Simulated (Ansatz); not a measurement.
The system is NaLaMnMoO6.

```
Na La Mn Mo O
1.0
     4.72242   -2.73688    0.00204
     4.72242    2.73688    0.00204
    -3.17796    0.00000    4.47000
Na La Mn Mo O
1 1 1 1 6
Direct
  0.25021 0.25021 0.74459
  0.75117 0.75117 0.25707
  0.49918 0.49918 0.49917
  0.00110 0.00110 0.00114
  0.28503 0.78106 0.28520
  0.78106 0.28503 0.28520
  0.25187 0.25187 0.18775
  0.74777 0.74777 0.81124
  0.21883 0.71407 0.71525
  0.71407 0.21883 0.71525
```

The cell was built by a generator and needn't be a form met in nature.

Base run:

* Program: Ansatz 0.2.0
* Functional: PBE
* Potentials or basis: Ansatz PAW
* Cutoff: 420 eV (not typed: the program's choice for these potentials)
* k mesh: 6 × 6 × 6
* Occupations: fermi-dirac, width 0.05 eV
* Spin: collinear spin, ferromagnetic start
* Starting moments: [0.0, 0.0, 4.0, 1.0, 0.0, 0.0, 0.0, 0.0, 0.0, 0.0] μB
* Hubbard terms: La f U = 2 eV, Mn d U = 2 eV, Mo d U = 2 eV

Its results: band gap on the k mesh none (metal or under the smearing width); pressure 4.3 GPa; net moment 2.50 μB per cell; site moments Na +0.00; La -0.01; Mn +2.89; Mo -0.49; O +0.01 μB; largest force 0.533 eV/Å.

Question: The run is repeated on the same cell with these changes: hubbard terms from La f U = 2 eV, Mn d U = 2 eV, Mo d U = 2 eV to La f U = 6 eV, Mn d U = 6 eV, Mo d U = 6 eV. What comes out?

Answer: Band gap on the k mesh none (metal or under the smearing width); pressure 11.1 GPa; net moment 5.00 μB per cell; site moments Na +0.00; La +0.01; Mn +3.42; Mo +0.65; O +0.00, -0.05, -0.00 μB; largest force 2.057 eV/Å.

Caveats: the magnetic or orbital state may not be the lowest; a cell with one magnetic atom can't hold antiferromagnetic order, which such compounds often take; the density of states is complete only up to the lowest level of the last band computed; the starting moments weren't kept (some runs); forces of over 1 eV/Å show positions far from the minimum, so gaps and moduli don't describe the material at rest (some runs).
